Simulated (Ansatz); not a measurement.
# Cl3H3SiSn: how energies converge with the basis set

How large a basis does Cl3H3SiSn need? Two functionals are run in growing sets.

The runs use Ansatz 0.2.0, Gaussian basis; one geometry, several basis sets.

The runs, in order: PBE0-D4/def2-SVP; ωB97M-V/def2-SVP; PBE0-D4/def2-QZVPP; ωB97M-V/def2-QZVPP; the functionals' def2-TZVPP values are taken from earlier runs.

### Step 1. The geometry

All runs share one geometry, relaxed beforehand with PBE0-D4 in a triple-zeta def2 set. Sn takes the def2 core potential; no spin-orbit term is included.

SMILES `[SiH3][Sn]([Cl])([Cl])[Cl]`, 8 atoms, charge 0, spin multiplicity 1.

Atoms are counted from 1 here; the program's logs count them from 0.

Bond lengths: Si1–Sn2 2.565 Å, Si1–H6 1.481 Å, Si1–H7 1.481 Å, Si1–H8 1.481 Å, Sn2–Cl3 2.317 Å, Sn2–Cl4 2.316 Å, Sn2–Cl5 2.317 Å. Angles: Sn2–Si1–H6 106.9°, Sn2–Si1–H7 107.0°, Sn2–Si1–H8 107.0°, H6–Si1–H7 111.9°, H6–Si1–H8 111.9°, H7–Si1–H8 111.9°, Si1–Sn2–Cl3 112.8°, Si1–Sn2–Cl4 112.9°, Si1–Sn2–Cl5 112.8°, Cl3–Sn2–Cl4 105.9°, Cl3–Sn2–Cl5 105.9°, Cl4–Sn2–Cl5 105.9°.

### Step 2. PBE0-D4 in def2-SVP

The input, in.yaml:

```yaml
crystal:
  periodic: [false, false, false]
  atoms:
    - {symbol: Si, position_ang: [-1.185061, -0.241230, 0.792186]}
    - {symbol: Sn, position_ang: [0.920010, 0.170234, -0.614565]}
    - {symbol: Cl, position_ang: [2.843657, -0.642511, 0.388158]}
    - {symbol: Cl, position_ang: [0.820387, -0.831620, -2.700807]}
    - {symbol: Cl, position_ang: [1.311745, 2.419107, -1.008935]}
    - {symbol: H, position_ang: [-0.981342, 0.450945, 2.085445]}
    - {symbol: H, position_ang: [-1.310268, -1.706685, 0.964944]}
    - {symbol: H, position_ang: [-2.326928, 0.324661, 0.037874]}
basis:
  gaussian: {orbitals: def2-SVP}
hamiltonian: {xc: pbe0, dispersion: d4}
output: {orbitals: {seedname: orbitals}}
```

Launch:

```console
> ansatz run in.yaml --threads 4 --pin off --events-out ev --progress --plain --max-ram 10444MiB
```

Further steps of the session: ωB97M-V in def2-SVP; PBE0-D4 in def2-QZVPP; ωB97M-V in def2-QZVPP.

**Question.** What will the summary of the whole plan be? Wanted: PBE0-D4: double and triple zeta above quadruple; ωB97M-V: double and triple zeta above quadruple.

**Answer**, as computed:

| quantity | value |
| --- | --- |
| PBE0-D4: double and triple zeta above quadruple | 17.50, 1.43 eV |
| ωB97M-V: double and triple zeta above quadruple | 17.33, 1.36 eV |

In words: For PBE0-D4 the step from double to triple zeta gains 16.07 eV and the next only 1.43 eV. Total energies overstate the basis error of differences, where much of it tends to cancel.
